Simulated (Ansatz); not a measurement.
This script makes a convergence test of the plane-wave cutoff of Cu3Ge, space group P-6m2 with Ansatz's Python interface.

The script, `ecut_cu3ge.py`:
```python
"""Cutoff test for Cu3Ge."""

import csv

import ansatz

FUNCTIONAL = "r2scan"
KMESH = (10, 10, 3)
OCCUPATIONS = "methfessel_paxton"
SIGMA = 0.1


def main() -> None:
    cell = (
        ansatz.Lattice.of((2.728374, 0.0, 0.0), (-1.364187, 2.362841, 0.0), (0.0, 0.0, 8.269485))
        .atom("Cu", (0.0, 0.0, 0.5))
        .atom("Cu", (2 / 3, 1 / 3, 0.742308))
        .atom("Cu", (2 / 3, 1 / 3, 0.257692))
        .atom("Ge", (0.0, 0.0, 0.0))
    )

    job = cell.calculation().functional(FUNCTIONAL).kpoints(*KMESH).occupations(OCCUPATIONS, width=SIGMA)

    rows = []
    for value in [300, 375, 450, 525]:
        data = job.basis(value).run().report
        rows.append((value, data["free_energy_ev"] / len(data["lattice"]["sites"]), data["n_iterations"], data["n_pw"]))

    with open("ecut.csv", "w", newline="") as handle:
        writer = csv.writer(handle)
        writer.writerow(["cutoff (eV)", "F/atom (eV)", "iterations", "plane waves"])
        writer.writerows([round(v, 5) if isinstance(v, float) else v for v in row] for row in rows)

    # the last row is the reference
    for row in rows[:-1]:
        shift = 1000 * (row[1] - rows[-1][1])
        print(f"{row[0]}: {shift:+.2f} meV/atom" + ("  (within 5 meV)" if abs(shift) < 5 else ""))


if __name__ == "__main__":
    main()
```

How fast does the energy converge with the cutoff (threshold 5 meV an atom)?

From 375 eV on it stays within 5 meV an atom of the value at 525 eV; the first row (300 eV) is off by 212.7 meV and the last but one by 2.11 meV. The energy falls steadily, as expected when plane waves are added. The last run costs about 2.0 times the first.

What the script printed:

```console
$ python ecut_cu3ge.py
DeckWarning: basis.ecutwfc = 300 eV is below the records' recommended 500 eV, and the density's cutoff is lower with it unless basis.ecutrho_ratio is high enough to keep the records' density cutoff: compare with a run at a higher cutoff
DeckWarning: basis.ecutwfc = 375 eV is below the records' recommended 500 eV, and the density's cutoff is lower with it unless basis.ecutrho_ratio is high enough to keep the records' density cutoff: compare with a run at a higher cutoff
DeckWarning: basis.ecutwfc = 450 eV is below the records' recommended 500 eV, and the density's cutoff is lower with it unless basis.ecutrho_ratio is high enough to keep the records' density cutoff: compare with a run at a higher cutoff
300: +212.75 meV/atom
375: +4.74 meV/atom  (within 5 meV)
450: +2.11 meV/atom  (within 5 meV)
```
(Warnings from the package without file and line.)

`ecut.csv`, as written:
```csv
cutoff (eV),F/atom (eV),iterations,plane waves
300,-6048.74767,10,635
375,-6048.95568,10,909
450,-6048.95831,10,1133
525,-6048.96042,10,1447
```

The mesh is modest for a metal, so energies can be off by several to tens of meV an atom and pressures by half a GPa or more; differences at equal mesh fare better. This cell is a computed structure, which may not be the phase found in nature. Shifts are counted from the last row, which is itself no proven limit. Timing: 34 s on 1 thread of Arm Neoverse V2, on a shared host, peak memory 0.5 GiB.
